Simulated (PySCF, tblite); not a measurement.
# C7H15N: geometry, infrared bands and NMR shifts

Wanted: the infrared bands and NMR shifts of C7H15N (`C/N=C\CC(C)(C)C`), by calculation.

Computed with tblite 0.8.0 and PySCF 2.14.0, with density-fitted response routines of our own, on a single molecule in the gas phase. Atoms are numbered from 0 throughout.

## 1. The molecule as given

23 atoms, charge 0, multiplicity 1; geometry from: force field or distance geometry start.

Bonds of the start (Å): C0–N1 1.41, N1–C2 1.26, C2–C3 1.46, C3–C4 1.52, C4–C5 1.51, C4–C6 1.51, C4–C7 1.52, C0–H8 1.13, C0–H9 1.11, C0–H10 1.08, C2–H11 1.11, C3–H12 1.14, C3–H13 1.09, C5–H14 1.10, C5–H15 1.12, C5–H16 1.12, C6–H17 1.10, C6–H18 1.12, C6–H19 1.12, C7–H20 1.12, C7–H21 1.10, C7–H22 1.12.

## 2. Geometry optimisation with GFN2-xTB

Job settings and geometry (Å):

```
{"job": {"kind": "relax", "xc": "GFN2-xTB", "basis": "xTB"}, "charge": 0, "multiplicity": 1}
C      3.154800     0.559400    -0.288200
N      2.295900    -0.033500    -1.230600
C      1.181900    -0.588500    -1.054700
C      0.443800    -0.721100     0.198900
C     -0.954400    -0.128600     0.190700
C     -0.947400     1.353400    -0.112900
C     -1.869300    -0.794200    -0.813100
C     -1.481100    -0.263200     1.615500
H      3.417700     1.577000    -0.695900
H      4.093500    -0.040400    -0.261900
H      2.825300     0.681400     0.734100
H      0.684600    -0.998700    -1.960700
H      0.250300    -1.827300     0.366800
H      0.909300    -0.327600     1.099100
H     -0.801000     1.587700    -1.180200
H     -1.951600     1.744600     0.194100
H     -0.226600     1.918200     0.530600
H     -1.339800    -0.863400    -1.775900
H     -2.214000    -1.796900    -0.446200
H     -2.741000    -0.124300    -1.016200
H     -2.488100     0.206100     1.721400
H     -0.745100     0.239400     2.263100
H     -1.502200    -1.332500     1.932400
```

Started as:

```console
> OMP_NUM_THREADS=1 python probes_run.py task.json out
```

The driver reads the jobs from task.json and runs them one after another.

**Question.** This job is followed by: GFN2-xTB harmonic vibrations, gas phase; GIAO PBE0/pcSseg-1 NMR shielding, non-relativistic, gas phase. Predict these results of the whole session: strongest single infrared mode (GFN2-xTB); zero-point energy (GFN2-xTB); ¹³C shifts against TMS (PBE0/pcSseg-1, means over atoms taken as alike); ¹H shifts against TMS (PBE0/pcSseg-1, means over atoms taken as alike); ¹⁵N shifts against NH3 (PBE0/pcSseg-1); surface potential, 1st and 99th percentile.

**Answer**, as computed:

| quantity | value |
| --- | --- |
| strongest single infrared mode (GFN2-xTB) | 1760 cm⁻¹, 106 km/mol |
| zero-point energy (GFN2-xTB) | 129.6 kcal/mol |
| ¹³C shifts against TMS (PBE0/pcSseg-1, means over atoms taken as alike) | 167.0, 42.6, 41.2, 34.8, 31.2 ppm |
| ¹H shifts against TMS (PBE0/pcSseg-1, means over atoms taken as alike) | 7.98, 3.64, 2.07, 1.00 ppm |
| ¹⁵N shifts against NH3 (PBE0/pcSseg-1) | 385.5 ppm |
| surface potential, 1st and 99th percentile | -1.81 V and 0.72 V |

The optimisation took 155 steps and gained 0.499 eV; among the close pairs (by a distance rule), C2–C3 changed most, from 1.461 to 1.503 Å. No mode is imaginary among the 63: a minimum at this level. The strongest single mode, at 1760 cm⁻¹, moves mainly C2 and N1. GFN2-xTB is a fitted tight-binding method: band positions and strengths are rough. Its intensities can rank the bands wrongly. At PBE0/pcSseg-1: The largest span, 788 ppm, is at N1, where the paramagnetic term is -444 ppm.
